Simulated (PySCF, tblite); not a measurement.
# C₆H₁₀FNSi₂: geometry, infrared bands and NMR shifts

Aim: predict the infrared bands and NMR shifts of C₆H₁₀FNSi₂ (`Fc1cccc([SiH2]N[SiH3])c1`).

Computed with tblite 0.8.0 and PySCF 2.14.0, with density-fitted response routines of our own, on a single molecule in the gas phase. Atoms count from 0, in the outputs and in this text.

## (1) The molecule as given

20 atoms, charge 0, multiplicity 1; geometry from: force field or distance geometry start.

Bonds of the start (Å): F0–C1 1.34, C1–C2 1.37, C2–C3 1.40, C3–C4 1.40, C4–C5 1.40, C5–Si6 1.88, Si6–N7 1.70, N7–Si8 1.69, C5–C9 1.41, C9–C1 1.39, C2–H10 1.10, C3–H11 1.08, C4–H12 1.09, Si6–H13 1.49, Si6–H14 1.47, N7–H15 1.02, Si8–H16 1.48, Si8–H17 1.48, Si8–H18 1.48, C9–H19 1.09.

## (2) Relaxing the molecule with GFN2-xTB

What the job is given:

```
{"job": {"kind": "relax", "xc": "GFN2-xTB", "basis": "xTB"}, "charge": 0, "multiplicity": 1}
F     -3.496600    -2.161700     0.918700
C     -2.770000    -1.131200     0.462500
C     -3.359600     0.089000     0.240400
C     -2.598600     1.162900    -0.235000
C     -1.229400     0.978400    -0.444700
C     -0.613000    -0.263700    -0.220100
Si     1.229200    -0.495800    -0.523100
N      2.064000     0.754800     0.275900
Si     3.728900     0.540300     0.077000
C     -1.406800    -1.325000     0.256400
H     -4.434900     0.211600     0.415100
H     -3.062400     2.119200    -0.410500
H     -0.651400     1.831600    -0.800200
H      1.648600    -1.796500     0.061600
H      1.503200    -0.440100    -1.970500
H      1.827400     0.725400     1.271700
H      4.088700     0.591800    -1.355100
H      4.129500    -0.734700     0.712900
H      4.375100     1.659200     0.804300
H     -0.977100    -2.304800     0.459600
```

Run with:

```console
$ OMP_NUM_THREADS=1 python probes_run.py task.json out
```

One launch serves the whole session: the jobs run in the order shown.

**Question.** This job is followed by: GFN2-xTB harmonic vibrations, gas phase; GIAO PBE0/pcSseg-1 NMR shielding, non-relativistic, gas phase. What will the session give for the following? strongest single infrared mode (GFN2-xTB); zero-point energy (GFN2-xTB); 13C shifts against TMS (PBE0/pcSseg-1); 1H shifts against TMS (PBE0/pcSseg-1, means over atoms taken as alike); 19F shifts against CFCl3 (PBE0/pcSseg-1); 29Si shifts against TMS (PBE0/pcSseg-1); 15N shifts against NH3 (PBE0/pcSseg-1); surface potential, 1st and 99th percentile.

As calculated:

| quantity | value |
| --- | --- |
| strongest single infrared mode (GFN2-xTB) | 2222 cm⁻¹, 611 km/mol |
| zero-point energy (GFN2-xTB) | 85.0 kcal/mol |
| 13C shifts against TMS (PBE0/pcSseg-1) | 172.3, 143.7, 135.3, 134.7, 127.7, 123.3 ppm |
| 1H shifts against TMS (PBE0/pcSseg-1, means over atoms taken as alike) | 7.75, 7.73, 7.60, 7.41, 5.36, 4.84, -0.37 ppm |
| 19F shifts against CFCl3 (PBE0/pcSseg-1) | -114.7 ppm |
| 29Si shifts against TMS (PBE0/pcSseg-1) | -30.4, -56.3 ppm |
| 15N shifts against NH3 (PBE0/pcSseg-1) | 2.0 ppm |
| surface potential, 1st and 99th percentile | -0.74 V and 1.48 V |

In words: Over 90 steps the energy fell by 0.429 eV; of the close pairs, N7–Si8 changed most, 1.690 to 1.735 Å. All 54 modes are real, so the xTB geometry is a minimum. The strongest single mode, at 2222 cm⁻¹, moves mainly H17. Unscaled tight-binding wavenumbers are off by several per cent, some by more. Its intensities can rank the bands wrongly. NICS(1)zz of -28 ppm above the planar ring from C1 marks a diatropic (aromatic) ring current. At PBE0/pcSseg-1, counted by nearest atom on the grid, the HOMO lies on C1, C4 about 18 % each; N7 15 %, the LUMO on C2, C5 about 21 % each; C9 12 %.
